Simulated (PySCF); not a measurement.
**Hg3: other functionals and bases at one geometry**

The task here is to estimate one member of a computed series from the others.

Method: several levels, as the steps say, no spin–orbit coupling; program: PySCF 2.14.0.

3 further runs of the same task are left out: 1 for a known fault of the program, 2 that didn't finish.

### The starting structure

3 atoms, charge 0, spin multiplicity 1.

No contacts short enough for the rule that draws bonds.

Coordinates:

```xyz
3
charge 0, multiplicity 1
Hg    2.17685   -0.00002    0.00000
Hg   -1.08841    1.88521    0.00000
Hg   -1.08844   -1.88520    0.00000
```

An earlier session relaxed this geometry at PBE0, Hg def2-SVP with ECP60 (singlet, point group D3h).

At PBE0 on the finer grid: E = -460.532685 Eh, HOMO -7.15 eV, LUMO -0.95 eV, Mulliken charge on Hg1 +0.00 e, largest force component 0.012 eV/Å. 

Levels to run: BP86; M06-L; CAM-B3LYP; PBE; PBE0, TZVP; PBE0, x2c-SVP. Hardware: 2 threads of Arm Neoverse V2, shared host.

Set-up of the first run:

File run.py (the lines that set the calculation):

```python
mol = gto.M(atom='''
Hg     2.17685    -0.00002     0.00000
Hg    -1.08841     1.88521     0.00000
Hg    -1.08844    -1.88520     0.00000''',
    basis={'Hg': 'def2-SVP'},
    ecp={'Hg': 'def2-SVP'},
    charge=0, spin=0)
mf = dft.RKS(mol, xc='B88,P86')
mf.grids.atom_grid = (75, 302)
mf = mf.density_fit()  # fitting sets: Hg def2-universal-JKFIT
mf.conv_tol = 1e-08; mf.max_cycle = 55
mf.kernel(dm0)  # dm0: the density of the relaxed state
```

On the command line:

```console
$ OMP_NUM_THREADS=2 python run.py
```

Among the steps run: BP86; M06-L; CAM-B3LYP; PBE; PBE0, TZVP; PBE0, x2c-SVP.

One of the session's tables, all rows but one given; the rest of the session is left out.

| level | HOMO (eV) | gap (eV) | largest force component (eV/Å) |
| --- | --- | --- | --- |
| PBE0 (relaxed here) | -7.15 | 6.19 | 0.01 |
| BP86 | -6.61 | 4.96 | 0.01 |
| M06-L | -6.22 | 5.10 | 0.07 |
| CAM-B3LYP | -8.32 | 8.10 | 0.05 |
| PBE | -6.44 | 4.90 | 0.01 |
| PBE0, TZVP | -7.15 | 5.96 | 0.02 |
| PBE0, x2c-SVP | ? | ? | ? |

Q: Estimate the row for PBE0, x2c-SVP from the others.

**Answer.** HOMO (eV): -7.18; gap (eV): 6.07; largest force component (eV/Å): 0.04. In the column «HOMO (eV)» it lies between CAM-B3LYP (-8.32) and PBE0 (relaxed here) (-7.15).

In one basis the HOMO–LUMO gap runs from 4.90 eV (PBE) to 8.10 eV (CAM-B3LYP). The largest leftover force, 0.07 eV/Å with M06-L, stands at a geometry relaxed at another level. Total energies of different levels can't be compared.
